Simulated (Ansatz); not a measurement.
**GaCl: taking an electron away**

One table from this session's results is given with a row withheld; the runs are named, their logs left out.

The runs use Ansatz 0.2.0, Gaussian basis; unrestricted cation, the program's frozen cores in correlated methods.

Plan: UKS PBE-D4/def2-TZVPP; UKS r2SCAN-D4/def2-TZVPP; UKS PBE0-D4/def2-TZVPP; UKS B3LYP-D4/def2-TZVPP; UKS wB97X-V/def2-TZVPP; UKS wB97M-V/def2-TZVPP; UKS B2PLYP/def2-TZVPP; UHF-CCSD(T)/def2-TZVPP; UHF-CCSD(T)/def2-QZVPP; extrapolation to the limit; then −ε(HOMO) from the neutral's earlier runs with LDA (SPW92), PBE-D4, revPBE-D4, BLYP-D4, r2SCAN-D4, B97M-V, PBE0-D4, B3LYP-D4, r2SCANh-D4, r2SCAN0-D4, HSE06-D4, BHLYP-D4, CAM-B3LYP-D4, LC-ωPBE, ωB97X-V, ωB97M-V.

## The relaxed structure

The geometry comes from an earlier relaxation with PBE0-D4 in a triple-zeta def2 set; it is a stationary point.

SMILES `[Cl][Ga]`, 2 atoms, charge 0, spin multiplicity 1.

Atoms are counted from 1 here; the program's logs count them from 0.

Bond lengths: Cl1–Ga2 2.216 Å.

Geometry (Å):

```xyz
2

Cl    0.0000    0.0000   -0.0235
Ga    0.0000    0.0000    2.1921
```

Set-up of the first run:

The input, in.yaml:

```yaml
crystal:
  periodic: [false, false, false]
  atoms:
    - {symbol: Cl, position_ang: [-0.000000, 0.000000, -0.023509]}
    - {symbol: Ga, position_ang: [0.000000, -0.000000, 2.192109]}
basis:
  gaussian: {orbitals: def2-TZVPP}
total_charge: 1
magnetization: {spin_polarized: true, initial_magnetization: 1}
hamiltonian: {xc: pbe, dispersion: d4}
```

The run is started by

```sh
$ ansatz run in.yaml --threads 2 --pin off --events-out ev --progress --plain --max-ram 32768MiB --backend cpu
```

Steps of the session up to this table: Cation, UKS PBE-D4/def2-TZVPP; Cation, UKS r2SCAN-D4/def2-TZVPP; Cation, UKS PBE0-D4/def2-TZVPP; Cation, UKS B3LYP-D4/def2-TZVPP; Cation, UKS wB97X-V/def2-TZVPP; Cation, UKS wB97M-V/def2-TZVPP; Cation, UKS B2PLYP (frozen core)/def2-TZVPP; Cation, UHF-CCSD(T)/def2-TZVPP; Cation, UHF-CCSD(T)/def2-QZVPP.

One of the session's tables, all rows but one given; the rest of the session is left out.

It belongs to the step «Ionisation energies side by side». For comparison, −ε(HOMO) of the neutral from earlier runs:

| functional | −ε(HOMO) (eV) |
| --- | --- |
| LDA (SPW92) | 6.68 |
| PBE-D4 | 6.48 |
| revPBE-D4 | 6.41 |
| BLYP-D4 | 6.37 |
| r2SCAN-D4 | 6.77 |
| B97M-V | 6.61 |
| PBE0-D4 | ? |
| B3LYP-D4 | 7.33 |
| r2SCANh-D4 | 7.13 |
| r2SCAN0-D4 | 7.67 |
| HSE06-D4 | 7.07 |
| BHLYP-D4 | 8.36 |
| CAM-B3LYP-D4 | 8.75 |
| LC-ωPBE | 9.94 |
| ωB97X-V | 9.63 |
| ωB97M-V | 9.55 |

Estimate the missing values for PBE0-D4.

**Answer.** −ε(HOMO) (eV): 7.47. In the column «−ε(HOMO) (eV)» it lies between B3LYP-D4 (7.33) and r2SCAN0-D4 (7.67).
